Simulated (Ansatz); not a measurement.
This script for the Ansatz DFT code, driven from Python starts 2 runs on VIr₃, space group Pm-3m. What input does the engine get in each?

`orders_vir3.py`:
```python
"""Ferro, antiferro and non-magnetic states of VIr3."""

import warnings

import ansatz
import numpy as np
from tabulate import tabulate

config = {
    "kmesh": (4, 7, 7),
    "filling": "fermi_dirac",
    "sigma": 0.1,
}


def count_gap(report):
    # lowest empty less highest filled band, counting bands; zero where they overlap
    return max(report.get("gap_by_band_count_ev") or 0.0, 0.0)

CELL = [
    (7.624, 0.0, 0.0),
    (0.0, 3.812, 0.0),
    (0.0, 0.0, 3.812),
]
ATOMS = [
    ("V", (0.0, 0.0, 0.0)),
    ("Ir", (0.0, 0.5, 0.5)),
    ("Ir", (0.25, 0.0, 0.5)),
    ("Ir", (0.25, 0.5, 0.0)),
    ("V", (0.5, 0.0, 0.0)),
    ("Ir", (0.5, 0.5, 0.5)),
    ("Ir", (0.75, 0.0, 0.5)),
    ("Ir", (0.75, 0.5, 0.0)),
]


def with_moments(moments):
    crystal = ansatz.Crystal(lattice=ansatz.Lattice.of(CELL))
    for (symbol, position), moment in zip(ATOMS, moments):
        crystal = crystal.atom(symbol, position, moment=moment or None)
    return crystal


def main() -> None:
    warnings.simplefilter("ignore", ansatz.DeckWarning)

    # starting moments in muB, one an atom
    orders = {
        "FM": [1.8, 0, 0, 0, 1.8, 0, 0, 0],
        "AFM": [1.8, 0, 0, 0, -1.8, 0, 0, 0],
    }

    rows = []
    for label, moments in orders.items():
        calc = (
            with_moments(moments).calculation()
            .functional(ansatz.Functional.PBESOL)
            .basis(38 * ansatz.Ry)
            .kpoints(mesh=config["kmesh"])
            .occupations(config["filling"], width=config["sigma"])
            .spin("collinear")  # two spin channels
            .band_table()  # levels at the mesh points
        )
        report = calc.run().report
        rows.append((label, report["free_energy_ev"], report["magnetization_mub"], report["absolute_magnetization_mub"], max(abs(m) for m in report["site_moments_mub"]), count_gap(report)))
        print(label, "site moments:", [round(m, 2) for m in report["site_moments_mub"]])

    lowest = min(row[1] for row in rows)
    rows = [(row[0], 1000 * (row[1] - lowest) / 2, *row[2:]) for row in sorted(rows, key=lambda row: row[1])]
    print(tabulate(rows, headers=["order", "meV/magnetic atom", "net muB", "absolute muB", "largest site muB", "gap by band count eV"], floatfmt=".4f", tablefmt="simple"))
    print("lowest of these starts:", rows[0][0])


if __name__ == "__main__":
    main()
```

Run 1:
```yaml
crystal:
  lattice:
    - [7.624, 0.0, 0.0]
    - [0.0, 3.812, 0.0]
    - [0.0, 0.0, 3.812]
  atoms:
    - { symbol: V, position: [0.0, 0.0, 0.0], spin: 1.8 }
    - { symbol: Ir, position: [0.0, 0.5, 0.5] }
    - { symbol: Ir, position: [0.25, 0.0, 0.5] }
    - { symbol: Ir, position: [0.25, 0.5, 0.0] }
    - { symbol: V, position: [0.5, 0.0, 0.0], spin: 1.8 }
    - { symbol: Ir, position: [0.5, 0.5, 0.5] }
    - { symbol: Ir, position: [0.75, 0.0, 0.5] }
    - { symbol: Ir, position: [0.75, 0.5, 0.0] }
basis:
  ecutwfc: 517.016338673772
kpoints:
  mp_grid:
    grid: [4, 7, 7]
hamiltonian:
  xc: pbesol
magnetization:
  spin_polarized: true
scf:
  occupations:
    method: fermi_dirac
    width: 0.1
output:
  eigenvalues: true
```

Run 2, against run 1:
```diff
-    - { symbol: V, position: [0.5, 0.0, 0.0], spin: 1.8 }
+    - { symbol: V, position: [0.5, 0.0, 0.0], spin: -1.8 }
```

Running `python orders_vir3.py` prints:
```text
RunWarning: the starting moments were not kept: the SCF closed with an absolute magnetisation of 8.6e-6 μB, where they sum to 3.6 μB in size (2 sites). That is at most 0.1 of that sum. Measured as dr2_m measures the in/out step, that magnetisation stands 1.3e-11 eV from none, at or under the dr2_threshold of 1.0e-7 [...]
FM site moments: [0.0, -0.0, -0.0, -0.0, 0.0, -0.0, -0.0, -0.0]
AFM site moments: [-0.0, -0.0, 0.0, 0.0, 0.0, 0.0, -0.0, -0.0]
order      meV/magnetic atom    net muB    absolute muB    largest site muB    gap by band count eV
-------  -------------------  ---------  --------------  ------------------  ----------------------
FM                    0.0000     0.0000          0.0000              0.0000                  0.0000
AFM                   0.0000     0.0000          0.0000              0.0000                  0.0000
lowest of these starts: FM
```
(Warnings from the package without file and line, shortened, repeats left out.)

Caveats:
- The SCF didn't keep the moments it started from (some shrank, vanished or turned); what is printed is the state reached.
- For a metal this k-point mesh is coarse: on a finer one energies can move by several to tens of meV an atom and pressures by half a GPa or more, differences at one mesh by less.
- A gap by band count of zero or less means overlapping bands, a metal.
- The starting cell is as deposited in a crystallographic database; the results hold for this polymorph, which needn't be the stable one.
- Levels are Kohn-Sham eigenvalues on this mesh, without spin-orbit coupling.
- Each row is the state reached from that start at the given structure, not necessarily the lowest of its order; other orders weren't tried.
- The script silences the warnings on its input, which a real study should read.
- Wall time of the script: 3.5 min on 1 thread of Arm Neoverse V2 (shared host), peak memory 1 GiB.
